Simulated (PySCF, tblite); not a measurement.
# C₆H₇FO: a rotation path, then NMR shifts on frames, part 2 of 2

tblite 0.8.0 and PySCF 2.14.0. Atoms count from 0. Earlier steps stand in the parts before.

**5. Nuclear shieldings: image 6, PBE0/pcSseg-1**

The job: settings as JSON, then the geometry in Å.

```
{"job": {"kind": "nmr", "xc": "PBE0", "basis": "pcSseg-1", "pop": false}, "charge": 0, "multiplicity": 1}
C     -0.924300     2.317900    -0.830300
C     -0.216700     1.221700    -1.075700
C      0.059700     0.166900    -0.108400
C      0.467900    -1.050600    -0.480600
C      0.741900    -2.195000     0.427600
C     -0.120800     0.510500     1.322400
O      0.617900     1.044100     2.070600
F     -1.358000     0.128300     1.778600
H     -1.101600     3.048300    -1.600400
H     -1.364700     2.520800     0.131500
H      0.185700     1.040100    -2.063400
H      0.588000    -1.245200    -1.538600
H      0.815700    -1.881100     1.465700
H     -0.062000    -2.927800     0.341500
H      1.666900    -2.690900     0.137500
```

Level: GIAO PBE0/pcSseg-1 NMR shielding, non-relativistic, gas phase.

Log:

```text
coarse grid: 13032 points
cycle   1  E = -407.1604678986  dE =  1.231e+00  |g| = 9.126e-01  |ddm| = 3.572e+00
cycle   2  E = -406.7549317870  dE =  4.055e-01  |g| = 1.759e+00  |ddm| = 1.649e+00
cycle   3  E = -407.3074157372  dE = -5.525e-01  |g| = 2.714e-01  |ddm| = 1.207e+00
cycle   4  E = -407.3205338880  dE = -1.312e-02  |g| = 8.097e-02  |ddm| = 2.266e-01
cycle   5  E = -407.3213812677  dE = -8.474e-04  |g| = 2.699e-02  |ddm| = 5.283e-02
cycle   6  E = -407.3215357517  dE = -1.545e-04  |g| = 5.082e-03  |ddm| = 2.445e-02
cycle   7  E = -407.3215397246  dE = -3.973e-06  |g| = 2.325e-03  |ddm| = 4.622e-03
final grid: 127664 points
cycle   8  E = -407.3867413263  dE = -2.364e-05  |g| = 1.276e-02  |ddm| = 3.455e-02
cycle   9  E = -407.3866659077  dE =  7.542e-05  |g| = 2.357e-02  |ddm| = 2.505e-02
cycle  10  E = -407.3867741223  dE = -1.082e-04  |g| = 2.817e-03  |ddm| = 1.644e-02
cycle  11  E = -407.3867757263  dE = -1.604e-06  |g| = 4.704e-04  |ddm| = 1.999e-03
cycle  12  E = -407.3867757546  dE = -2.831e-08  |g| = 1.943e-04  |ddm| = 3.898e-04
cycle  13  E = -407.3867757615  dE = -6.895e-09  |g| = 3.932e-05  |ddm| = 1.454e-04
cycle  14  E = -407.3867757618  dE = -3.043e-10  |g| = 1.632e-05  |ddm| = 4.376e-05
converged SCF energy = -407.3867757618

GIAO shielding tensors (ppm)
atom      isotropic    diamagn.    paramagn.     s11        s22        s33       span
  0 C       62.864     254.678    -191.814    -44.693     66.105    167.181    211.874
  1 C       44.020     251.508    -207.488    -68.441     54.739    145.764    214.205
  2 C       45.643     262.750    -217.106    -52.458     64.139    125.250    177.708
  3 C       46.207     254.660    -208.453    -55.709     38.797    155.534    211.243
  4 C      167.270     247.971     -80.701    153.019    165.499    183.292     30.273
  5 C       17.558     250.802    -233.244   -107.622     52.375    107.920    215.543
  6 O     -145.389     402.049    -547.438   -416.550   -267.085    247.468    664.018
  7 F       88.427     480.241    -391.814   -169.238    170.909    263.610    432.848
  8 H       26.121      28.116      -1.996     24.074     25.235     29.053      4.979
  9 H       26.197      31.210      -5.013     23.413     24.813     30.365      6.952
 10 H       25.159      31.718      -6.559     23.379     23.897     28.202      4.822
 11 H       25.674      33.462      -7.788     23.592     24.470     28.962      5.370
 12 H       29.712      29.997      -0.285     25.529     30.478     33.128      7.600
 13 H       29.572      28.219       1.353     25.857     27.043     35.815      9.958
 14 H       29.683      27.791       1.892     25.738     27.250     36.060     10.322
```

Wall time 53 s (1 thread, shared host).

This run: δ C5 169.4, C1 142.9, C2 141.3, C3 140.7, H10 6.56, H11 6.04 ppm.

**6. NMR shieldings: image 7, PBE0/pcSseg-1**

The job: settings as JSON, then the geometry in Å.

```
{"job": {"kind": "nmr", "xc": "PBE0", "basis": "pcSseg-1", "pop": false}, "charge": 0, "multiplicity": 1}
C     -0.884700     2.342800    -0.848600
C     -0.186700     1.236700    -1.072900
C      0.038900     0.176900    -0.094300
C      0.426100    -1.051800    -0.468300
C      0.703000    -2.208600     0.420600
C     -0.143500     0.535000     1.324400
O      0.330100     1.418100     1.949100
F     -1.009300    -0.323300     1.960800
H     -1.029000     3.076900    -1.621800
H     -1.339200     2.555600     0.104000
H      0.232500     1.045000    -2.051700
H      0.555400    -1.236000    -1.527800
H      0.791700    -1.919100     1.463300
H     -0.109200    -2.931800     0.331200
H      1.619500    -2.708300     0.110200
```

Method: GIAO PBE0/pcSseg-1 NMR shielding, non-relativistic, gas phase.

Log:

```text
coarse grid: 13032 points
cycle   1  E = -407.1620413502  dE =  1.231e+00  |g| = 9.123e-01  |ddm| = 3.573e+00
cycle   2  E = -406.7473551380  dE =  4.147e-01  |g| = 1.766e+00  |ddm| = 1.738e+00
cycle   3  E = -407.3085561384  dE = -5.612e-01  |g| = 2.757e-01  |ddm| = 1.287e+00
cycle   4  E = -407.3221218225  dE = -1.357e-02  |g| = 8.180e-02  |ddm| = 2.380e-01
cycle   5  E = -407.3229821729  dE = -8.604e-04  |g| = 2.821e-02  |ddm| = 5.672e-02
cycle   6  E = -407.3231496027  dE = -1.674e-04  |g| = 6.432e-03  |ddm| = 2.674e-02
cycle   7  E = -407.3231566293  dE = -7.027e-06  |g| = 3.211e-03  |ddm| = 6.691e-03
cycle   8  E = -407.3231590537  dE = -2.424e-06  |g| = 6.011e-04  |ddm| = 2.708e-03
final grid: 127664 points
cycle   9  E = -407.3886645944  dE = -3.143e-05  |g| = 1.155e-02  |ddm| = 3.564e-02
cycle  10  E = -407.3886126968  dE =  5.190e-05  |g| = 2.032e-02  |ddm| = 2.155e-02
cycle  11  E = -407.3886907767  dE = -7.808e-05  |g| = 3.026e-03  |ddm| = 1.448e-02
cycle  12  E = -407.3886926136  dE = -1.837e-06  |g| = 4.238e-04  |ddm| = 2.124e-03
cycle  13  E = -407.3886926345  dE = -2.083e-08  |g| = 1.765e-04  |ddm| = 3.393e-04
cycle  14  E = -407.3886926396  dE = -5.079e-09  |g| = 2.561e-05  |ddm| = 1.253e-04
cycle  15  E = -407.3886926397  dE = -1.129e-10  |g| = 1.312e-05  |ddm| = 3.318e-05
converged SCF energy = -407.3886926397

GIAO shielding tensors (ppm)
atom      isotropic    diamagn.    paramagn.     s11        s22        s33       span
  0 C       60.816     254.488    -193.672    -49.418     64.011    167.856    217.274
  1 C       44.235     251.760    -207.525    -69.043     55.668    146.080    215.123
  2 C       47.911     262.844    -214.933    -48.734     65.139    127.327    176.061
  3 C       39.546     254.761    -215.215    -66.742     30.345    155.035    221.777
  4 C      166.373     247.507     -81.134    151.264    166.411    181.443     30.179
  5 C       19.277     249.845    -230.568   -102.635     48.895    111.571    214.206
  6 O     -139.218     402.103    -541.321   -395.868   -273.951    252.166    648.033
  7 F       94.583     480.155    -385.572   -151.499    168.664    266.584    418.082
  8 H       26.043      28.204      -2.161     23.799     25.367     28.962      5.163
  9 H       26.111      31.460      -5.349     23.018     24.914     30.401      7.382
 10 H       25.190      31.752      -6.563     23.428     23.782     28.359      4.931
 11 H       25.375      33.458      -8.083     22.786     24.138     29.201      6.415
 12 H       29.458      29.944      -0.486     25.093     30.360     32.919      7.827
 13 H       29.488      28.098       1.391     25.919     26.868     35.678      9.759
 14 H       29.720      27.702       2.018     25.715     27.445     36.000     10.286
```

It took 54 s on 1 thread, shared host.

This run: δ C5 167.6, C3 147.4, C1 142.7, C2 139.0, H10 6.53, H11 6.34 ppm.

**7. Nuclear shieldings: image 8, PBE0/pcSseg-1**

The job: settings as JSON, then the geometry in Å.

```
{"job": {"kind": "nmr", "xc": "PBE0", "basis": "pcSseg-1", "pop": false}, "charge": 0, "multiplicity": 1}
C     -0.727500     2.427700    -0.848300
C     -0.288000     1.196400    -1.075200
C     -0.053500     0.155500    -0.074800
C      0.411200    -1.051800    -0.448500
C      0.770700    -2.204600     0.414900
C     -0.321600     0.496300     1.328000
O     -0.158500     1.511100     1.913600
F     -0.875900    -0.558200     2.015900
H     -0.868300     3.121200    -1.659500
H     -0.948600     2.793900     0.138800
H     -0.076500     0.881900    -2.089500
H      0.568500    -1.210200    -1.509000
H      0.959000    -1.918500     1.445000
H     -0.046700    -2.927800     0.410300
H      1.651300    -2.705200     0.016300
```

Method: GIAO PBE0/pcSseg-1 NMR shielding, non-relativistic, gas phase.

Log:

```text
coarse grid: 13032 points
cycle   1  E = -407.1651474711  dE =  1.229e+00  |g| = 9.098e-01  |ddm| = 3.593e+00
cycle   2  E = -406.7433018801  dE =  4.218e-01  |g| = 1.767e+00  |ddm| = 1.846e+00
cycle   3  E = -407.3105641809  dE = -5.673e-01  |g| = 2.792e-01  |ddm| = 1.385e+00
cycle   4  E = -407.3245838411  dE = -1.402e-02  |g| = 8.243e-02  |ddm| = 2.592e-01
cycle   5  E = -407.3254669712  dE = -8.831e-04  |g| = 2.957e-02  |ddm| = 6.385e-02
cycle   6  E = -407.3256526867  dE = -1.857e-04  |g| = 7.509e-03  |ddm| = 2.952e-02
cycle   7  E = -407.3256641457  dE = -1.146e-05  |g| = 3.356e-03  |ddm| = 8.149e-03
cycle   8  E = -407.3256667565  dE = -2.611e-06  |g| = 5.966e-04  |ddm| = 2.871e-03
final grid: 127664 points
cycle   9  E = -407.3916787162  dE = -3.160e-05  |g| = 1.142e-02  |ddm| = 3.323e-02
cycle  10  E = -407.3916247781  dE =  5.394e-05  |g| = 2.039e-02  |ddm| = 2.272e-02
cycle  11  E = -407.3917045001  dE = -7.972e-05  |g| = 2.989e-03  |ddm| = 1.545e-02
cycle  12  E = -407.3917063240  dE = -1.824e-06  |g| = 4.245e-04  |ddm| = 2.235e-03
cycle  13  E = -407.3917063444  dE = -2.040e-08  |g| = 1.804e-04  |ddm| = 3.746e-04
cycle  14  E = -407.3917063497  dE = -5.318e-09  |g| = 3.516e-05  |ddm| = 1.481e-04
cycle  15  E = -407.3917063500  dE = -2.404e-10  |g| = 1.874e-05  |ddm| = 4.652e-05
converged SCF energy = -407.3917063500

GIAO shielding tensors (ppm)
atom      isotropic    diamagn.    paramagn.     s11        s22        s33       span
  0 C       61.650     253.951    -192.301    -47.854     59.941    172.862    220.716
  1 C       46.358     251.919    -205.561    -65.079     61.156    142.998    208.077
  2 C       51.674     263.130    -211.456    -44.739     63.324    136.437    181.175
  3 C       31.530     255.161    -223.630    -77.067     21.203    150.455    227.522
  4 C      166.040     247.028     -80.988    150.323    166.943    180.854     30.531
  5 C       22.193     248.542    -226.349    -94.566     47.599    113.546    208.112
  6 O     -129.725     402.512    -532.237   -377.553   -260.993    249.371    626.925
  7 F      101.831     479.757    -377.926   -127.545    164.462    268.575    396.120
  8 H       26.052      28.161      -2.109     23.916     25.267     28.972      5.055
  9 H       25.465      31.701      -6.236     22.588     24.052     29.756      7.168
 10 H       25.325      32.211      -6.885     23.415     23.708     28.854      5.439
 11 H       25.068      33.609      -8.541     22.209     23.578     29.417      7.208
 12 H       29.207      29.871      -0.664     24.721     30.102     32.797      8.076
 13 H       29.378      27.957       1.422     25.764     26.903     35.468      9.704
 14 H       29.733      27.680       2.054     25.612     27.712     35.876     10.263
```

Run time: 56 s. Hardware: 1 thread, shared host.

This run: δ C5 164.7, C3 155.4, C1 140.6, C2 135.3, H11 6.65, H10 6.39 ppm.

**8. Side by side: NMR shifts**

Shifts (ppm) of some atoms, chosen among heavy atoms and hydrogens apart, with basis size and wall time:

```
  frame     C5     C3     C2    H9   H12     O6    F7  functions  time
image 0  166.1  159.8  135.3  5.81  3.12  466.2  54.3        171  76 s
image 3  166.3  163.4  133.9  6.30  3.71  455.0  52.1        171  52 s
image 6  169.4  140.7  141.3  5.52  2.01  481.5  82.5        171  53 s
image 7  167.6  147.4  139.0  5.61  2.26  475.3  76.4        171  54 s
image 8  164.7  155.4  135.3  6.25  2.51  465.8  69.1        171  56 s
```

**9. Results**

The summary covers parts 1 to 2.

| quantity | value |
| --- | --- |
| barrier | 0.082 eV (1.9 kcal/mol) at image 6 |
| end to end (GFN2-xTB) | 0.015 eV |
| ¹³C shifts against TMS (PBE0/pcSseg-1, image 0) | 166.1, 159.8, 141.3, 135.3, 128.1, 20.1 ppm |
| ¹H shifts against TMS (PBE0/pcSseg-1, image 0) | 6.77, 6.52, 5.81, 5.76, 3.12, 2.15, 1.89 ppm |
| ¹⁷O shifts against H2O (PBE0/pcSseg-1, image 0) | 466.2 ppm |
| ¹⁹F shifts against CFCl3 (PBE0/pcSseg-1, image 0) | 54.3 ppm |
| surface potential, 1st and 99th percentile | -1.41 V and 1.23 V |
| range of the shift of F7 | 52.1 to 82.5 ppm |

**Reading.** Along the band the dihedral turns by 173°, and the top (dihedral 96°) lies 1.9 kcal/mol above the start (GFN2-xTB, rough), so at room temperature this motion is fast. Ends this close can change order at a higher level. The top was not checked by a frequency run. Shifts at one fixed geometry are not the observed spectrum, which averages over the motion. In the first frame run (image 0): The widest tensor belongs to O6: span 630 ppm, with a paramagnetic part of -533 ppm. At PBE0/pcSseg-1, counted by nearest atom on the grid, the HOMO lies on C0 27 %; C1, C3 about 18 % each, the LUMO on C3 30 %; C2, C5 about 15 % each. In ppm, F7 moves most: its shift spreads over 30.5 ppm, from 52.1 (image 3) to 82.5 (image 6).
